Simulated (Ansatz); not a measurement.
# BH2 (boron dihydride) at UBHLYP/6-311G(d,p)

Aim: the electronic atomisation energy of BH2 (boron dihydride) at UBHLYP/6-311G**, from 3 runs. 

Program for the calculation: Ansatz 0.2.0.

58 further runs of the same task are left out: 58 set aside as unsound or not needed.

### Step 1. Starting point

The species is BH2 (3 atoms), meant as a doublet with charge 0. As SMILES, `[BH2]`. Geometry: relaxed at GFN2-xTB.

Bond lengths: B1–H2 1.159 Å, B1–H3 1.159 Å. Angles: H2–B1–H3 128.4°.

### Step 2. A single-point energy at UBHLYP/6-311G(d,p)

The input, run.yaml:

```yaml
basis:
  gaussian:
    orbitals: 6-311G_st__st_.json
crystal:
  periodic: [false, false, false]
  atoms:
    - {symbol: B, position_ang: [0.262840, -0.166230, 0.128640]}
    - {symbol: H, position_ang: [0.280020, 0.985320, 0.260980]}
    - {symbol: H, position_ang: [-0.542860, -0.819090, -0.389630]}
total_charge: 0
magnetization:
  spin_polarized: true
  initial_magnetization: 1
hamiltonian:
  xc: {name: BHLYP}
accuracy: high
```

The basis set 6-311G** is read from a file made from the Basis Set Exchange's data (not shown).

Started as:

```console
ansatz run run.yaml --threads 1 --pin off --max-ram 2610MiB --events-out events.jsonl --progress --plain --runs-dir runs
```

Log:

```text
Warning: RAYON_NUM_THREADS=1 ignored (pool sized by the plan → 1); use --threads N
Functional definition: BHLYP
  name "BHLYP"
  parameter a = 0.5
  exchange = (1 - a)*b88_x + a*exact_x
  correlation = lyp_c
533 factors; integrals over basis functions are off by at most 6.2e-9 eV
mean field evaluation 1: about -705.1667 eV, gradient 5.6e0 eV
mean field evaluation 2: about -705.4068 eV, gradient 1.4e0 eV
mean field evaluation 4: about -705.4271 eV, gradient 1.1e-1 eV
mean field evaluation 8: about -705.4264 eV, gradient 1.3e-3 eV
mean field evaluation 16: about -705.4264 eV, gradient 1.0e-7 eV
mean field -705.42638956 eV, -25.9239416612 hartree, gradient 9.0e-9 eV, S^2 0.751326; 1 other end points of the search recorded, 0 dependent functions left out
reference -705.42640872 eV, -25.9239423651 hartree; 4, 3 occupied and 26, 27 virtual orbitals, 533 factors
Total energy: -705.42640872 eV, -25.9239423651 hartree
```

It took 0.93 s on 1 thread of Arm Neoverse V1, shared host; peak memory 0.091 GiB.

### Step 3. The B atom at the same level

The input, input.yaml:

```yaml
crystal:
  periodic: [false, false, false]
  atoms:
    - symbol: B
      position_ang: [0.000000, 0.000000, 0.000000]
basis:
  gaussian:
    orbitals: 6-311G_st__st_.json
magnetization:
  spin_polarized: true
  initial_magnetization: 1
hamiltonian:
  xc: {name: BHLYP}
accuracy: high
```

The basis set 6-311G** is read from a file made from the Basis Set Exchange's data (not shown).

Run the same way, it converges to -24.65188 Eh (log not shown).

### Step 4. The H atom

The input, molecule.yaml:

```yaml
crystal:
  periodic: [false, false, false]
  atoms:
    - symbol: H
      position_ang: [0.000000, 0.000000, 0.000000]
basis:
  gaussian:
    orbitals: 6-311G_st__st_.json
magnetization:
  spin_polarized: true
  initial_magnetization: 1
hamiltonian:
  xc: {name: BHLYP}
accuracy: high
```

The basis set 6-311G** is read from a file made from the Basis Set Exchange's data (not shown).

Run the same way, it converges to -0.49855 Eh (log not shown).

### Step 5. Summary of results

At UBHLYP/6-311G**:

```
                     quantity         value
       molecule: total energy  -25.92394 Eh
               molecule: ⟨S²⟩         0.751
         B atom: total energy  -24.65188 Eh
                 B atom: ⟨S²⟩         0.753
         H atom: total energy   -0.49855 Eh
                 H atom: ⟨S²⟩         0.750
electronic atomisation energy      7.482 eV
```

**Reading.** Taking the molecule apart into free atoms costs 7.48 eV (173 kcal/mol), before zero-point energy and without spin-orbit coupling.
